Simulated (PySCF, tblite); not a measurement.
**CH3F3OSi2, a small gas-phase stand-in for a defect centre: NMR shifts, core binding energies and electronic excitations**

Wanted: the NMR shifts, core binding energies and electronic excitations for `F[Si](F)(F)O[C][SiH3]`. It is drawn as: twofold C.

Computed with tblite 0.8.0 and PySCF 2.14.0; each step states its level. No surroundings beyond the atoms listed, unless a continuum is named. Atoms count from 0, parts from 1.

## Step 1: Starting point

10 atoms, charge 0, multiplicity 1; geometry: distance geometry start.

## Step 2: Relaxing the cluster with GFN2-xTB

Job settings and geometry (Å):

```
{"job": {"kind": "relax", "xc": "GFN2-xTB", "basis": "xTB"}, "charge": 0, "multiplicity": 1}
C      0.266111    -0.840139     0.718764
Si    -1.352533    -1.043577     1.563664
O      1.379221    -0.608937    -0.110687
Si     1.362826     0.478381    -1.509198
F      2.560141    -0.028516    -2.591691
F      1.694679     2.040157    -0.990088
F     -0.104761     0.430650    -2.259645
H     -1.145705    -1.098728     2.980151
H     -1.979153    -2.227979     1.127739
H     -2.177377     0.101494     1.263780
```

With the program's defaults for keys left out, this is: GFN2-xTB geometry optimisation, gas phase.

Command:

```
OMP_NUM_THREADS=1 python cluster_run.py task.json out
```

The driver reads the jobs from task.json and runs them one after another.

**Question.** The jobs that follow are: PBE0-D3(BJ)/def2-SVP geometry optimisation, gas phase; GIAO PBE0/pcSseg-2 NMR shielding, non-relativistic, gas phase; delta-SCF UKS SCAN, pcX-2 on the ionised atom, pcseg-1 elsewhere, spin-free X2C; TDDFT CAM-B3LYP/def2-SVPD, vertical, gas phase, core orbitals frozen in the response. Predict: point group; rotational constants (main isotopes); ¹³C shifts against TMS (PBE0/pcSseg-2); ¹H shifts against TMS (PBE0/pcSseg-2); ²⁹Si shifts against TMS (PBE0/pcSseg-2); ¹⁷O shifts against H2O (PBE0/pcSseg-2); ¹⁹F shifts against CFCl3 (PBE0/pcSseg-2); potential on the surface of density 0.002 e/bohr³, 1st and 99th percentile; Si2p binding energies, SCAN/pcX-2; C1s binding energies, SCAN/pcX-2; O1s binding energies, SCAN/pcX-2; F1s binding energies, SCAN/pcX-2 (standing for 1 of 3 atoms); lowest singlet (CAM-B3LYP/def2-SVPD); brightest single state of those computed; lowest triplet; vertical ionisation energy (ΔSCF); vertical electron affinity (ΔSCF).

The runs gave:

| quantity | value |
| --- | --- |
| point group | C1 |
| rotational constants (main isotopes) | 3.26, 1.03, 0.98 GHz |
| ¹³C shifts against TMS (PBE0/pcSseg-2) | 1319.2 ppm |
| ¹H shifts against TMS (PBE0/pcSseg-2) | 8.05, 6.90, 3.97 ppm |
| ²⁹Si shifts against TMS (PBE0/pcSseg-2) | -76.2, -129.0 ppm |
| ¹⁷O shifts against H2O (PBE0/pcSseg-2) | 945.5 ppm |
| ¹⁹F shifts against CFCl3 (PBE0/pcSseg-2) | -161.0, -165.1, -167.6 ppm |
| potential on the surface of density 0.002 e/bohr³, 1st and 99th percentile | -1.55 V and 2.49 V |
| Si2p binding energies, SCAN/pcX-2 | Si3 111.46, Si1 107.12 eV |
| C1s binding energies, SCAN/pcX-2 | C0 293.03 eV |
| O1s binding energies, SCAN/pcX-2 | O2 540.82 eV |
| F1s binding energies, SCAN/pcX-2 (standing for 1 of 3 atoms) | F4 694.22 eV |
| lowest singlet (CAM-B3LYP/def2-SVPD) | 1.17 eV (1058 nm), f = 0.000 |
| brightest single state of those computed | state 4, 5.88 eV, f = 0.045 |
| lowest triplet | 0.11 eV |
| vertical ionisation energy (ΔSCF) | 8.26 eV |
| vertical electron affinity (ΔSCF) | 0.90 eV |

**Reading.** The start of the PBE0/def2-SVP relaxation was shaken at random by about 0.01 Å, so part of the energy gained, and of the first lengths quoted, undoes that. Over 12 steps the energy fell by 0.198 eV; of the close pairs, O2–Si3 changed most, 1.597 to 1.662 Å (PBE0/def2-SVP). Hydrogens of an XH3 group are listed apart at this fixed geometry; free rotation makes them one line at their mean. At PBE0/pcSseg-2: The widest tensor belongs to C0: span 3445 ppm, with a paramagnetic part of -1383 ppm. At PBE0/pcSseg-2, counted by nearest atom on the grid, the HOMO lies on C0 65 %; O2 12 %, the LUMO on C0 68 %; O2 15 %. At SCAN/pcX-2: The Si2p levels kept as sound span 4.33 eV, from Si1 (silicon bonded to C, 3 H) up to Si3 (silicon bonded to 3 F, O). The first singlet state (HOMO→LUMO 0.99) lies at 1.17 eV and is dark; of the 6 states computed, the strongest absorption comes from state 4 at 5.88 eV. The lowest triplet lies 1.06 eV below the lowest singlet (triplets in Tamm-Dancoff, singlets in full TDDFT). ΔSCF puts the ionisation energy at 8.26 eV, 0.79 eV above −ε(HOMO).
